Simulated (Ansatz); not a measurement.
Below is the output of a Python script on the Python package of Ansatz (0.2.0) that makes a single point in a Gaussian basis of C2H9NOSi, SMILES CCO[SiH2]N. Write a script that gives it. Settings: B3LYP, def2-TZVP basis, multiplicity 1.

```yaml
atoms:
  - { symbol: C, position_ang: [-2.1939, -0.1682, -0.6539] }
  - { symbol: C, position_ang: [-0.7335, -0.2217, -0.7629] }
  - { symbol: O, position_ang: [-0.2388, -0.3242, 0.5430] }
  - { symbol: Si, position_ang: [1.5045, -0.4464, 0.7502] }
  - { symbol: N, position_ang: [2.0282, 1.1096, 0.5748] }
  - { symbol: H, position_ang: [-2.5365, 0.7635, -0.0718] }
  - { symbol: H, position_ang: [-2.6266, -1.0037, -0.1607] }
  - { symbol: H, position_ang: [-2.6531, -0.0228, -1.6659] }
  - { symbol: H, position_ang: [-0.3399, 0.6963, -1.2180] }
  - { symbol: H, position_ang: [-0.4595, -1.1012, -1.3312] }
  - { symbol: H, position_ang: [1.7511, -0.8924, 2.1443] }
  - { symbol: H, position_ang: [2.0636, -1.3011, -0.2658] }
  - { symbol: H, position_ang: [1.4571, 1.7358, 1.2180] }
  - { symbol: H, position_ang: [2.9644, 1.1476, 0.9287] }
```

```console
$ python energy_c2h9nosi.py
crystal:
  periodic: [false, false, false]
  atoms:
    - { symbol: C, position_ang: [-2.1939, -0.1682, -0.6539] }
    - { symbol: C, position_ang: [-0.7335, -0.2217, -0.7629] }
    - { symbol: O, position_ang: [-0.2388, -0.3242, 0.543] }
    - { symbol: Si, position_ang: [1.5045, -0.4464, 0.7502] }
    - { symbol: "N", position_ang: [2.0282, 1.1096, 0.5748] }
    - { symbol: H, position_ang: [-2.5365, 0.7635, -0.0718] }
    - { symbol: H, position_ang: [-2.6266, -1.0037, -0.1607] }
    - { symbol: H, position_ang: [-2.6531, -0.0228, -1.6659] }
    - { symbol: H, position_ang: [-0.3399, 0.6963, -1.218] }
    - { symbol: H, position_ang: [-0.4595, -1.1012, -1.3312] }
    - { symbol: H, position_ang: [1.7511, -0.8924, 2.1443] }
    - { symbol: H, position_ang: [2.0636, -1.3011, -0.2658] }
    - { symbol: H, position_ang: [1.4571, 1.7358, 1.218] }
    - { symbol: H, position_ang: [2.9644, 1.1476, 0.9287] }
basis:
  gaussian:
    orbitals: def2-TZVP
hamiltonian:
  xc: b3lyp
output:
  orbitals: {}
  forces: true

reference energy    -13640.043703 eV
total energy        -13640.043703 eV
occupied orbitals outside the frozen core (up, down): [25, 25]  frozen: 0  virtual: [190, 190]
largest force 4.1424 eV/A, rms 1.2244
dipole moment 1.333 D
Mulliken: [('C', -0.301), ('C', 0.02), ('O', -0.435), ('Si', 0.495), ('N', -0.52), ('H', 0.094), ('H', 0.109), ('H', 0.089), ('H', 0.086), ('H', 0.072), ('H', -0.084), ('H', -0.07), ('H', 0.235), ('H', 0.21)]
Alpha     -20.295 eV  occupation 2
Alpha     -16.404 eV  occupation 2
Alpha     -14.715 eV  occupation 2
Alpha     -13.555 eV  occupation 2
Alpha     -12.899 eV  occupation 2
Alpha     -12.359 eV  occupation 2
Alpha     -11.489 eV  occupation 2
Alpha     -10.897 eV  occupation 2
Alpha     -10.230 eV  occupation 2
Alpha      -9.815 eV  occupation 2
Alpha      -9.524 eV  occupation 2
Alpha      -8.255 eV  occupation 2
Alpha      -7.739 eV  occupation 2
Alpha      -7.376 eV  occupation 2
Alpha       0.098 eV  occupation 0
Alpha       0.716 eV  occupation 0
Alpha       1.307 eV  occupation 0
Alpha       1.858 eV  occupation 0
Alpha       1.921 eV  occupation 0
Alpha       2.419 eV  occupation 0
Alpha       2.578 eV  occupation 0
Alpha       2.939 eV  occupation 0
Alpha       3.208 eV  occupation 0
Alpha       3.446 eV  occupation 0
Alpha       3.788 eV  occupation 0
Alpha       4.235 eV  occupation 0
Alpha       4.430 eV  occupation 0
```

The script that was run (others could print the same):

`energy_c2h9nosi.py`
```python
# -*- coding: utf-8 -*-
'''Electronic structure of the C2H9NOSi molecule.'''

from dataclasses import dataclass
from pathlib import Path

import ansatz as az
from ase import Atoms
import numpy as np


@dataclass(frozen=True)
class RunConfig:
    basis_set: str = 'def2-TZVP'
    xc: str = 'B3LYP'


cfg = RunConfig()

atoms = Atoms(['C', 'C', 'O', 'Si', 'N', 'H', 'H', 'H', 'H', 'H', 'H', 'H', 'H', 'H'], positions=[
    (-2.1939, -0.1682, -0.6539),
    (-0.7335, -0.2217, -0.7629),
    (-0.2388, -0.3242, 0.543),
    (1.5045, -0.4464, 0.7502),
    (2.0282, 1.1096, 0.5748),
    (-2.5365, 0.7635, -0.0718),
    (-2.6266, -1.0037, -0.1607),
    (-2.6531, -0.0228, -1.6659),
    (-0.3399, 0.6963, -1.218),
    (-0.4595, -1.1012, -1.3312),
    (1.7511, -0.8924, 2.1443),
    (2.0636, -1.3011, -0.2658),
    (1.4571, 1.7358, 1.218),
    (2.9644, 1.1476, 0.9287),
])
system = az.Crystal.molecule_from_ase(atoms)

calc = system.calculation()
calc = calc.basis(gaussian=cfg.basis_set)
calc = calc.functional(cfg.xc)
calc = calc.forces().orbitals()
print(calc.to_yaml())
result = calc.run(runs_dir='out')
data = result.report

print('reference energy %16.6f eV' % data['reference_energy_ev'])
print('total energy     %16.6f eV' % data['free_energy_ev'])
print('occupied orbitals outside the frozen core (up, down):', data['n_occupied'], ' frozen:', data['n_frozen'], ' virtual:', data['n_virtual'])

symbols = [site.symbol for site in system.cartesian_sites]
forces = np.array(data['forces_ev_ang'])
print('largest force', round(float(np.linalg.norm(forces, axis=1).max()), 4), 'eV/A, rms', round(float(np.sqrt((forces ** 2).mean())), 4))

charges = data['charge_distribution']
print('dipole moment', round(4.803205 * float(np.linalg.norm(charges['dipole_moment_e_ang'])), 3), 'D')
print('Mulliken:', [(s, round(q, 3)) for s, q in zip(symbols, charges['mulliken_charges_e'])])

lines = Path(data['orbitals_path']).read_text().splitlines()
field_of = lambda key: [line.split('=')[1].strip() for line in lines if line.startswith(key)]
orbitals = [(27.211386 * float(e), s, float(n)) for e, s, n in zip(field_of('Ene='), field_of('Spin='), field_of('Occup='))]
homo = max(e for e, _, n in orbitals if n > 0.5)
lumo = min(e for e, _, n in orbitals if n < 0.5)
for e, spin, n in sorted(orbitals):
    if homo - 15 < e < lumo + 5:
        print(f'{spin:6s} {e:10.3f} eV  occupation {n:.0f}')
```

Caveats:
- Total energies depend on the basis set; only differences at equal settings carry meaning.
- The geometry is a force-field or estimated start, not a minimum of this method, and the basis set is short of its limit.
- Alpha marks a spatial orbital of a restricted run, filled by both spins.
- b3lyp holds the VWN-RPA fit, as in Gaussian; the form of ORCA and Turbomole is b3lyp5.
- Levels such as HOMO and LUMO are orbital energies: with these approximate functionals they aren't the ionisation energy and electron affinity, and their gap isn't the fundamental gap.
- Hardware and time: 19 s on 1 thread of Intel(R) Xeon(R) Platinum 8259CL CPU @ 2.50GHz (Skylake/Cascade Lake), with other jobs on the host, peak memory 0.59 GiB.

(A comment or docstring line of the script was reworded after the run, the code is as it ran; lines on the test bed's own set-up are left out of the output.)
